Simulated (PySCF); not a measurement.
# CrBr₂: ligand-field states, part 2 of 2

PySCF 2.14.0. Atoms count from 0. The steps go on from the part before.

## 6. Ligand-field states: state-averaged CASSCF (bond angle at 135°)

The job: settings as JSON, then the geometry in Å.

```
{"job": {"kind": "lf", "basis": {"metal": "x2c-TZVPall", "ligand": "x2c-SVPall"}, "nevpt": true, "reuse": true}, "charge": 0, "metal": "Cr", "open_shell": "d4"}
Cr     0.000000     0.000000     0.000000
Br     0.926094     0.000000     2.235788
Br     0.926094     0.000000    -2.235788
```

Method: state-averaged CASSCF of the metal d shell, SC-NEVPT2 on the averaged canonical orbitals, state-interaction spin-orbit coupling.

The program printed:

```text
basis functions 112, electrons 94, active (4e, 5o)
start from the orbitals of the previous structure
stage 1: DIIS on the effective Fock matrix, level shift 0.30
cycle   1  E = -6256.8963285520  dE = -6.257e+03  max|g| = 1.260e+00
cycle   2  E = -6257.5445846371  dE = -6.483e-01  max|g| = 3.832e-01
cycle   3  E = -6257.6071891497  dE = -6.260e-02  max|g| = 1.500e-01
cycle   4  E = -6257.6026672885  dE =  4.522e-03  max|g| = 1.715e-01
cycle   5  E = -6257.6006105152  dE =  2.057e-03  max|g| = 1.746e-01
cycle   6  E = -6257.6054814295  dE = -4.871e-03  max|g| = 1.627e-01
cycle   7  E = -6257.6113140111  dE = -5.833e-03  max|g| = 1.534e-01
cycle   8  E = -6257.6076651939  dE =  3.649e-03  max|g| = 1.711e-01
cycle   9  E = -6257.5917445279  dE =  1.592e-02  max|g| = 2.211e-01
cycle  10  E = -6257.5541494900  dE =  3.760e-02  max|g| = 2.984e-01
cycle  11  E = -6257.4673644642  dE =  8.679e-02  max|g| = 4.585e-01
cycle  12  E = -6257.2234310012  dE =  2.439e-01  max|g| = 6.458e-01
cycle  13  E = -6256.4385838351  dE =  7.848e-01  max|g| = 1.254e+00
cycle  14  E = -6255.1448912433  dE =  1.294e+00  max|g| = 1.720e+00
cycle  15  E = -6253.4450321226  dE =  1.700e+00  max|g| = 2.450e+00
stage 2: quasi-Newton rotations from the point of smallest gradient
cycle  17  E = -6257.6288556345  dE = -2.167e-02  max|g| = 3.487e-02
cycle  18  E = -6257.6302178104  dE = -1.362e-03  max|g| = 3.951e-02
cycle  19  E = -6257.6309195300  dE = -7.017e-04  max|g| = 4.896e-03
cycle  20  E = -6257.6309333878  dE = -1.386e-05  max|g| = 9.060e-04
cycle  21  E = -6257.6309350056  dE = -1.618e-06  max|g| = 2.220e-04
cycle  22  E = -6257.6309351154  dE = -1.098e-07  max|g| = 1.091e-04
cycle  23  E = -6257.6309351356  dE = -2.026e-08  max|g| = 1.786e-05
cycle  24  E = -6257.6309351365  dE = -8.677e-10  max|g| = 8.545e-06
converged average energy = -6257.6309351365

 mult deg   label        CASSCF/cm-1   NEVPT2/cm-1
   5   1   5B1                 0.0           0.0
   5   1   5A1               238.3        1499.0
   5   1   5A2              1924.9        2099.3
   5   1   5B2              4903.1        5626.0
   5   1   5A1              4903.6        5649.9
   3   1   3B1             19053.2       18223.9
   3   1   3A2             19059.1       18234.3
   3   1   3B1             19538.0       18504.3
   3   1   3B2             19490.2       18531.7
   3   1   3A2             21268.7       19046.6
   3   1   3B2             20540.3       19296.3
   3   1   3A1             20079.0       19429.8
   3   1   3A2             20016.5       19527.6
   3   1   3A1             19761.3       19599.4
   3   1   3B1             20090.8       19607.3
   3   1   3B1             21793.4       19623.5
   3   1   3B2             19834.4       19717.9
   3   1   3B2             21633.9       19977.3
   3   1   3A2             20783.2       20003.8
   3   1   3B1             22807.9       20443.8
   3   1   3A1             22606.6       20715.5
   3   1   3B2             22691.0       20907.5
   3   1   3A2             23181.7       21234.5
   3   1   3B1             23292.5       21385.4
   3   1   3A2             23868.0       21582.5
   3   1   3B2             24113.2       22473.2
   3   1   3A1             24977.0       23361.0
   3   1   3A1             25500.3       23953.5
   3   1   3B2             25623.3       24126.4
   3   1   3A2             25628.0       24181.0
   3   1   3B1             25668.8       24277.9
   3   1   3A2             26249.3       25094.5
   3   1   3B1             26229.2       25137.8
   3   1   3A1             26563.2       25196.6
   3   1   3B2             26576.5       25210.7
   1   1   1A1             29255.4       26014.5
   1   1   1A2             27724.0       26405.9
   1   1   1B1             27724.0       26406.0
   1   2   1I              27444.5       26947.4
   1   1   1A2             29370.2       26958.1
   1   2   1I              28688.1       27024.7
   1   1   1B1             29395.7       27309.9
   1   1   1A2             29825.8       27833.1
   1   1   1B1             29854.9       27933.7
   1   1   1A1             29951.1       27950.7
   3   1   3A2             31879.7       27959.1
   1   1   1B2             29980.0       28057.3
   3   1   3B1             32130.4       28334.1
   3   1   3A1             32692.3       29178.9
   3   1   3B2             32934.2       29335.7
   1   1   1A1             30989.3       29554.9
   1   1   1B2             31405.4       29584.6
   1   1   1A1             32377.7       29737.8
   1   1   1B2             32392.2       29786.6
   1   1   1A2             31004.3       29848.7
   3   1   3A1             33283.9       29856.1
   1   1   1B1             31404.9       30009.3
   1   1   1B1             32151.9       30085.7
   1   1   1A2             32174.6       30125.8
   1   1   1A1             34666.8       30129.6

spin-orbit levels / cm-1
      0.00  x1  5B1 0.98
      0.24  x1  5B1 0.98
     13.48  x1  5B1 0.99
     17.98  x1  5B1 1.00
     21.28  x1  5B1 1.00
   1478.65  x1  5A1 0.93 5A2 0.07
   1479.54  x1  5A1 0.92 5A2 0.07
   1517.79  x1  5A1 0.97
   1531.14  x1  5A1 0.97
   1541.21  x1  5A1 0.99
   2129.95  x1  5A2 0.99
   2136.72  x1  5A2 0.97
   2145.95  x1  5A2 0.98
   2170.79  x1  5A2 0.93 5A1 0.07
   2171.45  x1  5A2 0.93 5A1 0.07
   5433.55  x2  5B2 0.53 5A1 0.47
   5550.94  x1  5B2 0.55 5A1 0.45
   5553.46  x1  5B2 0.55 5A1 0.45
   5657.05  x1  5B2 1.00
   5680.91  x1  5A1 1.00
   5783.21  x1  5A1 0.55 5B2 0.45
   5783.26  x1  5A1 0.55 5B2 0.45
   5894.32  x2  5A1 0.53 5B2 0.47
  18156.51  x1  3A2 0.51 3B1 0.46
  18161.38  x1  3B1 0.57 3A2 0.41
  18232.13  x1  3B1 0.98
  18239.30  x1  3A2 0.96
  18313.51  x1  3B1 0.53 3A2 0.45
  18314.66  x1  3A2 0.57 3B1 0.41
  18468.62  x1  3B1 0.52 3B2 0.44
```

It took 5.5 s on 1 thread of Intel Xeon 6975P-C, shared host; peak memory 0.27 GiB.

Key values:

| quantity | value |
| --- | --- |
| spin-orbit constant ζ | 219 cm⁻¹ |

Powder susceptibility:

| T (K) | χT (cm³ K/mol) | μ(eff) |
| --- | --- | --- |
| 2 | 1.788 | 3.78 |
| 20 | 2.579 | 4.54 |
| 100 | 2.758 | 4.70 |
| 300 | 2.855 | 4.78 |

## 7. Ligand-field states: state-averaged CASSCF (bond angle at 120°)

The job: settings as JSON, then the geometry in Å.

```
{"job": {"kind": "lf", "basis": {"metal": "x2c-TZVPall", "ligand": "x2c-SVPall"}, "nevpt": true, "reuse": true}, "charge": 0, "metal": "Cr", "open_shell": "d4"}
Cr     0.000000     0.000000     0.000000
Br     1.210000     0.000000     2.095781
Br     1.210000     0.000000    -2.095781
```

With the program's defaults for keys left out, this is: state-averaged CASSCF of the metal d shell, SC-NEVPT2 on the averaged canonical orbitals, state-interaction spin-orbit coupling.

The program printed:

```text
basis functions 112, electrons 94, active (4e, 5o)
start from the orbitals of the previous structure
stage 1: DIIS on the effective Fock matrix, level shift 0.30
cycle   1  E = -6256.9377448514  dE = -6.257e+03  max|g| = 1.611e+00
cycle   2  E = -6257.5366490994  dE = -5.989e-01  max|g| = 3.762e-01
cycle   3  E = -6257.5966736349  dE = -6.002e-02  max|g| = 1.540e-01
cycle   4  E = -6257.5939515802  dE =  2.722e-03  max|g| = 1.641e-01
cycle   5  E = -6257.5899874312  dE =  3.964e-03  max|g| = 1.898e-01
cycle   6  E = -6257.5932716000  dE = -3.284e-03  max|g| = 1.797e-01
cycle   7  E = -6257.5987315188  dE = -5.460e-03  max|g| = 1.623e-01
cycle   8  E = -6257.6052106551  dE = -6.479e-03  max|g| = 1.429e-01
cycle   9  E = -6257.5883127397  dE =  1.690e-02  max|g| = 1.999e-01
cycle  10  E = -6257.5286470611  dE =  5.967e-02  max|g| = 3.326e-01
cycle  11  E = -6257.3370457461  dE =  1.916e-01  max|g| = 5.851e-01
cycle  12  E = -6256.7449036640  dE =  5.921e-01  max|g| = 9.485e-01
cycle  13  E = -6255.3602978658  dE =  1.385e+00  max|g| = 1.767e+00
cycle  14  E = -6253.5214614437  dE =  1.839e+00  max|g| = 2.276e+00
cycle  15  E = -6252.1260191302  dE =  1.395e+00  max|g| = 2.263e+00
stage 2: quasi-Newton rotations from the point of smallest gradient
cycle  17  E = -6257.6208344788  dE = -1.562e-02  max|g| = 3.986e-02
cycle  18  E = -6257.6221535524  dE = -1.319e-03  max|g| = 1.281e-02
cycle  19  E = -6257.6222777503  dE = -1.242e-04  max|g| = 5.591e-03
cycle  20  E = -6257.6223029782  dE = -2.523e-05  max|g| = 1.900e-03
cycle  21  E = -6257.6223046124  dE = -1.634e-06  max|g| = 3.568e-04
cycle  22  E = -6257.6223048179  dE = -2.055e-07  max|g| = 1.744e-04
cycle  23  E = -6257.6223048299  dE = -1.199e-08  max|g| = 3.553e-05
cycle  24  E = -6257.6223048310  dE = -1.110e-09  max|g| = 6.078e-06
converged average energy = -6257.6223048310

 mult deg   label        CASSCF/cm-1   NEVPT2/cm-1
   5   1   5B1                 0.0           0.0
   5   1   5A1              1511.0        2632.5
   5   1   5A2              3063.3        3375.7
   5   1   5B2              5540.9        6310.8
   5   1   5A1              5544.5        6384.1
   3   1   3B1             19308.4       18365.6
   3   1   3A2             19323.9       18395.8
   3   1   3B2             19633.4       18517.8
   3   1   3B1             19676.7       18614.6
   3   1   3A1             20472.2       19735.8
   3   1   3A2             21819.4       20047.9
   3   1   3B2             21211.1       20207.9
   3   1   3A2             20920.9       20270.7
   3   1   3B1             22462.2       20312.1
   3   1   3B2             22280.1       20323.4
   3   1   3B2             20795.4       20444.1
   3   1   3A2             21508.4       20497.2
   3   1   3B1             21095.0       20598.5
   3   1   3A1             20988.5       20751.7
   3   1   3B1             23148.0       20784.8
   3   1   3A1             23384.8       21562.8
   3   1   3A2             23825.5       21946.2
   3   1   3B2             23587.1       22000.4
   3   1   3B1             24017.5       22201.4
   3   1   3A2             24833.0       22653.9
   3   1   3B2             24806.5       23447.6
   3   1   3A1             25915.8       24420.0
   3   1   3A1             26047.5       24423.7
   3   1   3A2             26150.0       24624.1
   3   1   3B1             26232.1       24772.6
   3   1   3B2             26310.3       24895.7
   3   1   3A1             27270.2       25867.3
   3   1   3B2             27352.7       25977.6
   1   1   1A1             29784.1       26275.7
   3   1   3A2             27288.1       26300.2
   3   1   3B1             27259.1       26381.2
   1   1   1A2             27972.0       26540.9
   1   1   1B1             27971.5       26541.5
   1   2   1I              27950.5       26798.6
   1   1   1A2             29905.4       27345.5
   1   1   1B1             29974.1       27934.1
   1   1   1A1             30445.7       28132.5
   1   1   1A1             29303.0       28148.4
   1   1   1B2             29306.0       28151.1
   1   1   1B2             30508.1       28364.0
   3   1   3A2             32526.5       28661.6
   1   1   1A2             30603.5       28760.4
   1   1   1B1             30709.3       28858.8
   3   1   3B1             32890.8       29227.2
   3   1   3A1             33268.0       29796.3
   3   1   3B2             33579.2       30019.7
   1   1   1A1             31379.7       30059.6
   1   1   1B2             32033.5       30341.2
   1   1   1A2             31495.8       30407.5
   1   1   1A1             33207.0       30633.7
   1   1   1B1             32038.4       30722.0
   3   1   3A1             34114.0       30755.8
   1   1   1B2             33314.2       30950.3
   1   1   1B1             33131.4       31044.5
   1   1   1A2             33214.1       31211.5

spin-orbit levels / cm-1
      0.00  x1  5B1 0.99
      0.03  x1  5B1 0.99
      9.69  x1  5B1 1.00
     11.19  x1  5B1 1.00
     13.98  x1  5B1 1.00
   2606.11  x1  5A1 0.95 5A2 0.05
   2606.31  x1  5A1 0.95 5A2 0.05
   2641.16  x1  5A1 0.98
   2646.90  x1  5A1 0.98
   2657.35  x1  5A1 1.00
   3392.37  x1  5A2 1.00
   3398.15  x1  5A2 0.98
   3406.38  x1  5A2 0.98
   3428.49  x1  5A2 0.94 5A1 0.05
   3429.10  x1  5A2 0.95 5A1 0.05
   6130.53  x2  5B2 0.58 5A1 0.42
   6244.79  x1  5B2 0.65 5A1 0.35
   6248.75  x1  5B2 0.65 5A1 0.34
   6331.87  x1  5B2 1.00
   6405.16  x1  5A1 1.00
   6487.40  x1  5A1 0.65 5B2 0.35
   6487.73  x1  5A1 0.65 5B2 0.34
   6595.73  x2  5A1 0.58 5B2 0.42
  18316.19  x1  3B1 0.53 3A2 0.42 3B2 0.04
  18318.30  x1  3B1 0.66 3A2 0.33
  18365.96  x1  3B1 0.96 3B2 0.03
  18397.43  x1  3A2 0.95 3B2 0.04
  18445.68  x1  3A2 0.55 3B1 0.43
  18450.44  x1  3A2 0.65 3B1 0.33
  18499.93  x1  3B2 0.82 3B1 0.13 3B1 0.04
```

Run time: 5.4 s. Hardware: 1 thread of Intel Xeon 6975P-C, shared host; peak memory 0.27 GiB.

Key values:

| quantity | value |
| --- | --- |
| spin-orbit constant ζ | 217 cm⁻¹ |

Powder susceptibility:

| T (K) | χT (cm³ K/mol) | μ(eff) |
| --- | --- | --- |
| 2 | 2.034 | 4.03 |
| 20 | 2.773 | 4.71 |
| 100 | 2.861 | 4.78 |
| 300 | 2.918 | 4.83 |

## 8. The runs side by side

From the NEVPT2 states (cm⁻¹; the spread is that of the fitted one-electron ligand-field levels):

| step | setting | ground state | next state | orbital spread | Racah B | ζ | μ(eff), 300 K |
| --- | --- | --- | --- | --- | --- | --- | --- |
| 3 | bond angle at 170 | 5A1 | 5B1 at 239 | 4131 | 785 | 222 | 4.45 |
| 4 | bond angle at 160 | 5B1 | 5A1 at 61 | 4056 | 785 | 221 | 4.46 |
| 5 | bond angle at 150 | 5B1 | 5A1 at 537 | 4248 | 785 | 220 | 4.62 |
| 6 | bond angle at 135 | 5B1 | 5A1 at 1499 | 4756 | 786 | 219 | 4.78 |
| 7 | bond angle at 120 | 5B1 | 5A1 at 2632 | 5351 | 787 | 217 | 4.83 |

## 9. Outcome

This closing draws on all 2 parts.

```
                                                                  quantity                               value
spin-orbit constant ζ (step 3, state-averaged CASSCF (bond angle at 170°))                            222 cm⁻¹
         ground multiplicity, μ(eff) at 300 K (step 3, 2 donors at 2.42 Å)                          5, 4.45 μB
         ground multiplicity, μ(eff) at 300 K (step 4, 2 donors at 2.42 Å)                          5, 4.46 μB
         ground multiplicity, μ(eff) at 300 K (step 5, 2 donors at 2.42 Å)                          5, 4.62 μB
         ground multiplicity, μ(eff) at 300 K (step 6, 2 donors at 2.42 Å)                          5, 4.78 μB
         ground multiplicity, μ(eff) at 300 K (step 7, 2 donors at 2.42 Å)                          5, 4.83 μB
                                                                      runs  1 failed, 0 ended on unsound input
```

What this shows: In step 3, χT goes from 0.26 at 2 K to 2.47 cm³ K/mol at 300 K, as higher levels fill or mix in. The spread of the ligand-field levels runs from 4056 cm⁻¹ (bond angle at 160) to 5351 cm⁻¹ (bond angle at 120); μ(eff) at 300 K: 4.45 to 4.83 μB.
